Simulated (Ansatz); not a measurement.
# CHFGa+ (triplet): the correlation ladder, cc-pVDZ

Aim: climb from Hartree-Fock through coupled cluster and multireference methods for CHFGa+ (triplet) at one geometry and basis, and see what each rung misses.

Method: cc-pVDZ, core rule «outside noble gas», up to 16 orbitals frozen; program: Ansatz 0.2.0, Gaussian basis.

Plan: UHF; CCSD(T) on ROHF; CCSD(T) on UHF; BCCD(T) on ROHF; CISD as a restricted active space (open shells left free, so some higher excitations enter); CCSDT(Q) on ROHF; CCSDT(Q) on UHF; CASSCF and NEVPT2, 10 electrons in 10 orbitals.

33 further runs of the same task are left out: 15 that didn't finish, 18 set aside as unsound or not needed. Runs told in other sessions of the task aren't counted.

**1. The system**

The geometry is a PBE0/def2-TZVP stationary point (not a proven minimum) of the parent state, kept for this charge and spin. No spin-orbit coupling is included. The filled d shell of Ga may be among the frozen orbitals whatever the setting's name suggests.

4 atoms, charge 1, spin multiplicity 3.

Atoms are counted from 1 here; the program's logs count them from 0.

Bond lengths: C1–Ga2 1.933 Å, Ga2–F3 1.750 Å, Ga2–H4 1.548 Å. Angles: C1–Ga2–F3 114.3°, C1–Ga2–H4 126.5°, F3–Ga2–H4 119.1°.

In the tables R marks a restricted open-shell determinant and U an unrestricted one; 'frontier' is the active space of 10 electrons in 10 orbitals; energies count from the table's Hartree-Fock row.

**2. UHF**

File in.yaml:

```yaml
crystal:
  periodic: [false, false, false]
  atoms:
    - {symbol: C, position_ang: [0.000000, -0.853315, 1.664130]}
    - {symbol: Ga, position_ang: [0.000000, 0.280570, 0.099192]}
    - {symbol: F, position_ang: [0.000000, -0.587217, -1.420473]}
    - {symbol: H, position_ang: [0.000000, 1.828378, 0.082706]}
basis:
  gaussian: {orbitals: cc-pVDZ}
total_charge: 1
magnetization: {spin_polarized: true, initial_magnetization: 2}
hamiltonian: {xc: hf}
output: {orbitals: {seedname: orbitals}}
```

Run with:

```sh
$ ansatz run in.yaml --threads 1 --pin off --events-out ev --progress --plain --max-ram 2393MiB
```

Log:

```text
Functional definition: HF
  name "HF"
  cite "Fock, Z. Phys. 61, 126 (1930) doi:10.1007/BF01340294"
  parent pbe
  exchange = exact_x
  correlation = 0
629 factors; integrals over basis functions are off by at most 8.0e-4 eV
mean field evaluation 1: about -56064.4712 eV, gradient 4.4e1 eV
mean field evaluation 2: about -56064.5185 eV, gradient 4.4e1 eV
mean field evaluation 4: about -56072.7485 eV, gradient 4.3e0 eV
mean field evaluation 8: about -56073.1136 eV, gradient 9.3e-1 eV
mean field evaluation 16: about -56073.1507 eV, gradient 2.4e-5 eV
mean field evaluation 32: about -56073.0537 eV, gradient 2.4e-1 eV
mean field evaluation 64: about -56071.7438 eV, gradient 1.8e-1 eV
mean field evaluation 96: about -56071.9787 eV, gradient 1.1e1 eV
mean field evaluation 128: about -56070.1282 eV, gradient 5.8e0 eV
mean field evaluation 160: about -56069.6304 eV, gradient 2.6e0 eV
mean field evaluation 192: about -56072.9113 eV, gradient 3.8e-1 eV
mean field evaluation 224: about -56073.1017 eV, gradient 8.6e-1 eV
mean field evaluation 256: about -56073.1507 eV, gradient 4.5e-5 eV
mean field -56073.15065145 eV, -2060.6502786940 hartree, gradient 1.0e-5 eV, S^2 2.007137; 5 other end points of the search recorded, 0 dependent functions left out
reference -56073.15065145 eV, -2060.6502786940 hartree; 24, 22 occupied and 36, 38 virtual orbitals, 629 factors
Total energy: -56073.15065145 eV, -2060.6502786940 hartree
```

Run time: 5 s. Hardware: 1 thread of Arm Neoverse V1, shared host.

From the report: ⟨S²⟩ of the determinant 2.007 (pure triplet: 2.00).

**3. CCSD(T) on ROHF**

in.yaml: that of step 2 with these lines changed.

```diff
@@ -10,4 +10,4 @@
 total_charge: 1
-magnetization: {spin_polarized: true, initial_magnetization: 2}
-hamiltonian: {xc: hf}
-output: {orbitals: {seedname: orbitals}}
+magnetization: {spin_polarized: false, initial_magnetization: 2}
+correlation: {method: ccsd_t, electrons: outside_noble_gas}
+output: {forces: true}
```

The command is unchanged.

Log, shortened:

```text
Functional definition: HF
  name "HF"
  cite "Fock, Z. Phys. 61, 126 (1930) doi:10.1007/BF01340294"
  parent pbe
[...]
629 factors; integrals over basis functions are off by at most 8.0e-4 eV
[...]
mean field -56073.05777939 eV, -2060.6468657089 hartree, gradient 1.1e-6 eV, S^2 2.000000; 13 other end points of the search recorded, 0 dependent functions left out
[...]
determinant -56073.05777939 eV, -2060.6468657089 hartree, with singles and doubles -56081.91852544 eV, -2060.9724921203 hartree
determinant -56072.81515179 eV, -2060.6379493091 hartree, with singles and doubles -56081.64771352 eV, -2060.9625399659 hartree
determinant -56071.33688570 eV, -2060.5836240324 hartree, with singles and doubles -56080.63934245 eV, -2060.9254830124 hartree
determinant -56068.95913701 eV, -2060.4962433796 hartree, with singles and doubles -56077.35129039 eV, -2060.8046493281 hartree
[...]
reference -56073.05777939 eV, -2060.6468657089 hartree; 8, 6 occupied and 36, 38 virtual orbitals, 629 factors
second order -7.99580644 eV of doubles, -0.06290276 eV of singles
cycle   1  -8.86674619 eV  change   -1.0e-6 eV  update   4.5e-6
[...]
cycle  12  -8.86674748 eV  change   -1.2e-8 eV  update   8.0e-8
perturbative correction -0.19746282 eV, -0.0072566247 hartree
[...]
Total energy: -56082.12198969 eV, -2060.9799692933 hartree
Atom 0 at     0.000000    -0.853315     1.664130 Å, force     0.000000    -1.794232     2.437061 eV/Å
Atom 1 at     0.000000     0.280570     0.099192 Å, force    -0.000000     1.969550    -3.523707 eV/Å
Atom 2 at     0.000000    -0.587217    -1.420473 Å, force    -0.000000    -0.373556     0.481050 eV/Å
Atom 3 at     0.000000     1.828378     0.082706 Å, force     0.000000     0.198238     0.605596 eV/Å
Dipole moment:    -0.000000    -0.013883     1.176601 e Å
```

Wall time 31 s (1 thread of Arm Neoverse V1, shared host).

From the report: correlation -9.0642 eV; T1 0.032; largest double amplitude 0.09.

**4. CCSD(T) on UHF**

in.yaml: that of step 3 with these lines changed.

```diff
@@ -10,3 +10,3 @@
 total_charge: 1
-magnetization: {spin_polarized: false, initial_magnetization: 2}
+magnetization: {spin_polarized: true, initial_magnetization: 2}
 correlation: {method: ccsd_t, electrons: outside_noble_gas}
```

Same command.

Log, shortened:

```text
Functional definition: HF
  name "HF"
  cite "Fock, Z. Phys. 61, 126 (1930) doi:10.1007/BF01340294"
  parent pbe
[...]
629 factors; integrals over basis functions are off by at most 8.0e-4 eV
[...]
mean field -56073.15065145 eV, -2060.6502786940 hartree, gradient 5.1e-6 eV, S^2 2.007137; 13 other end points of the search recorded, 0 dependent functions left out
determinant -56073.15065145 eV, -2060.6502786940 hartree, with singles and doubles -56081.92250257 eV, -2060.9726382769 hartree
determinant -56072.91656101 eV, -2060.6416760293 hartree, with singles and doubles -56081.65296150 eV, -2060.9627328255 hartree
determinant -56071.74544682 eV, -2060.5986383766 hartree, with singles and doubles -56080.61768487 eV, -2060.9246871109 hartree
determinant -56070.76364278 eV, -2060.5625577435 hartree, with singles and doubles -56078.19802553 eV, -2060.8357662703 hartree
[...]
reference -56073.15065145 eV, -2060.6502786940 hartree; 8, 6 occupied and 36, 38 virtual orbitals, 629 factors
second order -7.98575312 eV of doubles, -0.00000000 eV of singles
cycle   1  -8.77755649 eV  change   -1.5e-6 eV  update   4.6e-6
[...]
cycle  12  -8.77755832 eV  change   -1.6e-8 eV  update   7.8e-8
perturbative correction -0.19584432 eV, -0.0071971461 hartree
[...]
Total energy: -56082.12405408 eV, -2060.9800451585 hartree
Atom 0 at     0.000000    -0.853315     1.664130 Å, force    -0.000000    -1.794549     2.436543 eV/Å
Atom 1 at     0.000000     0.280570     0.099192 Å, force    -0.000000     1.970486    -3.524385 eV/Å
Atom 2 at     0.000000    -0.587217    -1.420473 Å, force     0.000000    -0.373661     0.482196 eV/Å
Atom 3 at     0.000000     1.828378     0.082706 Å, force     0.000000     0.197724     0.605646 eV/Å
Dipole moment:    -0.000000    -0.014030     1.176966 e Å
```

Wall time 35 s (1 thread of Arm Neoverse V1, shared host).

From the report: ⟨S²⟩ of the determinant 2.007 (pure triplet: 2.00); correlation -8.9734 eV; T1 0.029; largest double amplitude 0.08.

**5. BCCD(T) on ROHF**

in.yaml: that of step 4 with these lines changed.

```diff
@@ -10,4 +10,3 @@
 total_charge: 1
-magnetization: {spin_polarized: true, initial_magnetization: 2}
-correlation: {method: ccsd_t, electrons: outside_noble_gas}
-output: {forces: true}
+magnetization: {spin_polarized: false, initial_magnetization: 2}
+correlation: {method: bccd_t, electrons: outside_noble_gas}
```

The command is unchanged.

Log, shortened:

```text
Functional definition: HF
  name "HF"
  cite "Fock, Z. Phys. 61, 126 (1930) doi:10.1007/BF01340294"
  parent pbe
[...]
629 factors; integrals over basis functions are off by at most 8.0e-4 eV
[...]
mean field -56073.05777939 eV, -2060.6468657089 hartree, gradient 1.1e-6 eV, S^2 2.000000; 13 other end points of the search recorded, 0 dependent functions left out
[...]
determinant -56073.05777939 eV, -2060.6468657089 hartree, with singles and doubles -56081.91852544 eV, -2060.9724921203 hartree
determinant -56072.81515179 eV, -2060.6379493091 hartree, with singles and doubles -56081.64771352 eV, -2060.9625399659 hartree
determinant -56071.33688570 eV, -2060.5836240324 hartree, with singles and doubles -56080.63934245 eV, -2060.9254830124 hartree
determinant -56068.95913701 eV, -2060.4962433796 hartree, with singles and doubles -56077.35129039 eV, -2060.8046493281 hartree
determinant -56073.05777939 eV, -2060.6468657089 hartree, with singles and doubles -56081.92452455 eV, -2060.9727125834 hartree
determinant -56072.81515179 eV, -2060.6379493091 hartree, with singles and doubles -56081.65449753 eV, -2060.9627892733 hartree
[...]
16 core orbitals not correlated, not the lowest: weight in the atoms' cores, before any rotation towards them, 0.929 or more for the frozen orbitals, at most 0.067 for the correlated occupied ones
reference -56073.05777939 eV, -2060.6468657089 hartree; 8, 6 occupied and 36, 38 virtual orbitals, 629 factors
second order -7.99580644 eV of doubles, -0.06290276 eV of singles
cycle   1  -8.82860453 eV  change    3.8e-2 eV  update   1.9e-2
[...]
cycle  12  -8.82983827 eV  change   -4.1e-6 eV  update   1.4e-5
perturbative correction -0.23900922 eV, -0.0087834268 hartree
Total energy: -56082.12662688 eV, -2060.9801397071 hartree
```

Wall time 23 s (1 thread of Arm Neoverse V1, shared host).

From the report: correlation -9.0688 eV; largest double amplitude 0.08.

**6. CISD as a restricted active space (open shells left free, so some higher excitations enter)**

in.yaml: that of step 5 with these lines changed.

```diff
@@ -11,2 +11,2 @@
 magnetization: {spin_polarized: false, initial_magnetization: 2}
-correlation: {method: bccd_t, electrons: outside_noble_gas}
+correlation: {active_space: {ras: {orbitals: [6, 2, 36], electrons: 14, max_holes: 2, max_particles: 2}, fixed_orbitals: true}}
```

Launched as before.

Log, shortened:

```text
Functional definition: HF
  name "HF"
  cite "Fock, Z. Phys. 61, 126 (1930) doi:10.1007/BF01340294"
  parent pbe
[...]
629 factors; integrals over basis functions are off by at most 8.0e-4 eV
[...]
mean field -56073.05777939 eV, -2060.6468657089 hartree, gradient 1.1e-6 eV, S^2 2.000000; 12 other end points of the search recorded, 0 dependent functions left out
reference -56073.05777939 eV, -2060.6468657089 hartree; 24, 22 occupied and 36, 38 virtual orbitals, 629 factors
state -56079.95361294 eV, -2060.9002829177 hartree
Total energy: -56079.95361294 eV, -2060.9002829177 hartree
```

Run time: 14 s. Hardware: 1 thread of Arm Neoverse V1, shared host.

From the report: 204,058 determinants.

**7. CCSDT(Q) on ROHF**

in.yaml: that of step 6 with these lines changed.

```diff
@@ -11,2 +11,2 @@
 magnetization: {spin_polarized: false, initial_magnetization: 2}
-correlation: {active_space: {ras: {orbitals: [6, 2, 36], electrons: 14, max_holes: 2, max_particles: 2}, fixed_orbitals: true}}
+correlation: {method: ccsdt_q, electrons: outside_noble_gas}
```

The command is unchanged.

Log, shortened:

```text
Functional definition: HF
  name "HF"
  cite "Fock, Z. Phys. 61, 126 (1930) doi:10.1007/BF01340294"
  parent pbe
[...]
1149 factors; integrals over basis functions are off by at most 2.3e-7 eV
[...]
mean field -56073.05814257 eV, -2060.6468790554 hartree, gradient 5.2e-6 eV, S^2 2.000000; 13 other end points of the search recorded, 0 dependent functions left out
[...]
determinant -56073.05814257 eV, -2060.6468790554 hartree, with singles and doubles -56081.91890992 eV, -2060.9725062495 hartree
determinant -56072.81551209 eV, -2060.6379625499 hartree, with singles and doubles -56081.64809539 eV, -2060.9625539994 hartree
determinant -56071.33724036 eV, -2060.5836370657 hartree, with singles and doubles -56080.63971936 eV, -2060.9254968637 hartree
determinant -56068.95948067 eV, -2060.4962560090 hartree, with singles and doubles -56077.35166260 eV, -2060.8046630065 hartree
determinant -56073.05814257 eV, -2060.6468790554 hartree, with singles and doubles -56081.92490926 eV, -2060.9727267213 hartree
determinant -56072.81551209 eV, -2060.6379625499 hartree, with singles and doubles -56081.65487955 eV, -2060.9628033125 hartree
[...]
16 core orbitals not correlated, not the lowest: weight in the atoms' cores, before any rotation towards them, 0.929 or more for the frozen orbitals, at most 0.067 for the correlated occupied ones
reference -56073.05814257 eV, -2060.6468790554 hartree; 8, 6 occupied and 36, 38 virtual orbitals, 1149 factors
second order -7.99584012 eV of doubles, -0.06290341 eV of singles
cycle   1  -8.36337078 eV  change   -3.0e-1 eV  update   1.1e-1
[...]
cycle  35  -9.10049479 eV  change   -1.4e-7 eV  update   1.6e-6
perturbative correction -0.01628380 eV, -0.0005984185 hartree
Total energy: -56082.17492116 eV, -2060.9819144890 hartree
```

It took 2.3 min on 1 thread of Arm Neoverse V1, shared host; peak memory 0.89 GiB.

From the report: correlation -9.1168 eV; T1 0.035; largest double amplitude 0.09.

**8. CCSDT(Q) on UHF**

in.yaml: that of step 7 with these lines changed.

```diff
@@ -10,3 +10,3 @@
 total_charge: 1
-magnetization: {spin_polarized: false, initial_magnetization: 2}
+magnetization: {spin_polarized: true, initial_magnetization: 2}
 correlation: {method: ccsdt_q, electrons: outside_noble_gas}
```

Launched as before.

Log, shortened:

```text
Functional definition: HF
  name "HF"
  cite "Fock, Z. Phys. 61, 126 (1930) doi:10.1007/BF01340294"
  parent pbe
[...]
1149 factors; integrals over basis functions are off by at most 2.3e-7 eV
[...]
mean field -56073.15101576 eV, -2060.6502920822 hartree, gradient 2.7e-6 eV, S^2 2.007137; 13 other end points of the search recorded, 0 dependent functions left out
determinant -56073.15101576 eV, -2060.6502920822 hartree, with singles and doubles -56081.92288722 eV, -2060.9726524125 hartree
determinant -56072.91692237 eV, -2060.6416893088 hartree, with singles and doubles -56081.65334343 eV, -2060.9627468610 hartree
determinant -56071.74580386 eV, -2060.5986514974 hartree, with singles and doubles -56080.61805989 eV, -2060.9247008929 hartree
determinant -56070.76399098 eV, -2060.5625705398 hartree, with singles and doubles -56078.19839017 eV, -2060.8357796708 hartree
determinant -56073.15101576 eV, -2060.6502920822 hartree, with singles and doubles -56081.92859129 eV, -2060.9728620332 hartree
determinant -56072.91692237 eV, -2060.6416893088 hartree, with singles and doubles -56081.65943554 eV, -2060.9629707421 hartree
16 core orbitals not correlated, not the lowest: weight in the atoms' cores, before any rotation towards them, 0.929 or more for the frozen orbitals, at most 0.068 for the correlated occupied ones
reference -56073.15101576 eV, -2060.6502920822 hartree; 8, 6 occupied and 36, 38 virtual orbitals, 1149 factors
second order -7.98578663 eV of doubles, -0.00000000 eV of singles
cycle   1  -8.27917183 eV  change   -2.9e-1 eV  update   1.1e-1
[...]
cycle  36  -9.00989752 eV  change   -1.3e-7 eV  update   1.3e-6
perturbative correction -0.02412164 eV, -0.0008864539 hartree
Total energy: -56082.18503492 eV, -2060.9822861629 hartree
```

Run time: 2.3 min. Hardware: 1 thread of Arm Neoverse V1, shared host; peak memory 0.67 GiB.

From the report: ⟨S²⟩ of the determinant 2.007 (pure triplet: 2.00); correlation -9.0340 eV; T1 0.032; largest double amplitude 0.09.

**9. CASSCF and NEVPT2, 10 electrons in 10 orbitals**

in.yaml: that of step 8 with these lines changed.

```diff
@@ -10,3 +10,3 @@
 total_charge: 1
-magnetization: {spin_polarized: true, initial_magnetization: 2}
-correlation: {method: ccsdt_q, electrons: outside_noble_gas}
+magnetization: {spin_polarized: false, initial_magnetization: 2}
+correlation: {method: sc_nevpt2, electrons: outside_noble_gas, active_space: {window: {electrons: 10, orbitals: 10}}}
```

Same command.

Log, shortened:

```text
Functional definition: HF
  name "HF"
  cite "Fock, Z. Phys. 61, 126 (1930) doi:10.1007/BF01340294"
  parent pbe
[...]
629 factors; integrals over basis functions are off by at most 8.0e-4 eV
[...]
mean field -56073.05777939 eV, -2060.6468657089 hartree, gradient 1.1e-6 eV, S^2 2.000000; 12 other end points of the search recorded, 0 dependent functions left out
reference -56073.05777939 eV, -2060.6468657089 hartree; 24, 22 occupied and 36, 38 virtual orbitals, 629 factors
state -56076.84359317 eV, -2060.7859917991 hartree
state -56076.84359317 eV, -2060.7859917991 hartree; corrected -56080.76681572 eV, -2060.9301675687 hartree
state -56076.32394791 eV, -2060.7668951882 hartree
state -56076.32394791 eV, -2060.7668951882 hartree; corrected -56080.82703100 eV, -2060.9323804394 hartree
state -56076.32394791 eV, -2060.7668951882 hartree; corrected -56080.82703100 eV, -2060.9323804394 hartree
state -56075.50696278 eV, -2060.7368715385 hartree
state -56075.50696278 eV, -2060.7368715385 hartree; corrected -56081.19955519 eV, -2060.9460704508 hartree
state -56075.50696278 eV, -2060.7368715385 hartree; corrected -56081.19955519 eV, -2060.9460704508 hartree
state -56076.26274218 eV, -2060.7646459191 hartree
state -56076.26274218 eV, -2060.7646459191 hartree; corrected -56080.89275262 eV, -2060.9347956643 hartree
state -56075.50696278 eV, -2060.7368715385 hartree; corrected -56081.19955519 eV, -2060.9460704508 hartree
WARN: the results are in doubt because another end's mean lies 1.337 eV lower, and its corrected mean 0.433 eV higher
Total energy: -56081.19955519 eV, -2060.9460704508 hartree
In doubt: another end's mean lies 1.337 eV lower, and its corrected mean 0.433 eV higher
```

Wall time 97 s (1 thread of Arm Neoverse V1, shared host).

From the report: 31,752 determinants; active occupations 1.98, 1.98, 1.97, 1.96, 1.00, 1.00, 0.04, 0.03, 0.02, 0.02. The program marks this result as in doubt; its last lines say why.

**10. The ladder**

The yardstick is UCCSDT(Q), where the cluster series has nearly closed. Rows without a time are mean-field rows or come out of runs for another level: lower rungs of the coupled-cluster runs, CASSCF and MRCISD of the multireference runs, or the Hartree-Fock search. The times of RCCSD(T), UCCSD(T) include forces.

Differences are taken before rounding.

```tsv
method	energy from the lowest ROHF (meV)	from UCCSDT(Q) (meV)	time
ROHF	0.0	+9127.3	
UHF	-92.9	+9034.4	
RMP2	-8058.7	+1068.5	
UMP2	-8078.6	+1048.6	
RCCSD	-8866.7	+260.5	
UCCSD	-8870.4	+256.8	
RCCSD(T)	-9064.2	+63.0	31 s
UCCSD(T)	-9066.3	+61.0	35 s
BCCD(T)	-9068.8	+58.4	23 s
RCCSDT	-9100.9	+26.4	
UCCSDT	-9103.1	+24.1	
RCCSDT(Q)	-9117.1	+10.1	2.3 min
UCCSDT(Q)	-9127.3	0	2.3 min
```

Among the levels timed on like hardware and quicker than the yardstick, those that no quicker one beats, quickest first: BCCD(T) (23 s, +58.4 meV).

Not comparable, so not listed: CISD as a restricted active space (open shells left free, so some higher excitations enter) (they don't share determinant, frozen orbitals or solution with the rows shown, or repeat one).

Left out of the table: CASSCF frontier, NEVPT2 frontier (the active space lost an orbital or holds another state than full CI finds).

**11. Summary of results**

```
                         quantity                      value
    UCCSDT(Q) from the ROHF energy                 -9.1273 eV
              RMP2 from UCCSDT(Q)                +1068.5 meV
              UMP2 from UCCSDT(Q)                +1048.6 meV
             RCCSD from UCCSDT(Q)                 +260.5 meV
          RCCSD(T) from UCCSDT(Q)                  +63.0 meV
          UCCSD(T) from UCCSDT(Q)                  +61.0 meV
         RCCSDT(Q) from UCCSDT(Q)                  +10.1 meV
levels within 1 kcal/mol (43 meV)  RCCSDT, UCCSDT, RCCSDT(Q)
                    T1 diagnostic                      0.032
```

In words: RCCSD(T) misses by +63.0 meV, 0.7 % of the correlation energy. These misses are within one basis, not against nature; the frozen cores of restricted and unrestricted runs differ, which can shift their rows.

BCCD(T) reaches 58.4 meV from the reference in 23 s, where UCCSDT(Q) took 2.3 min.
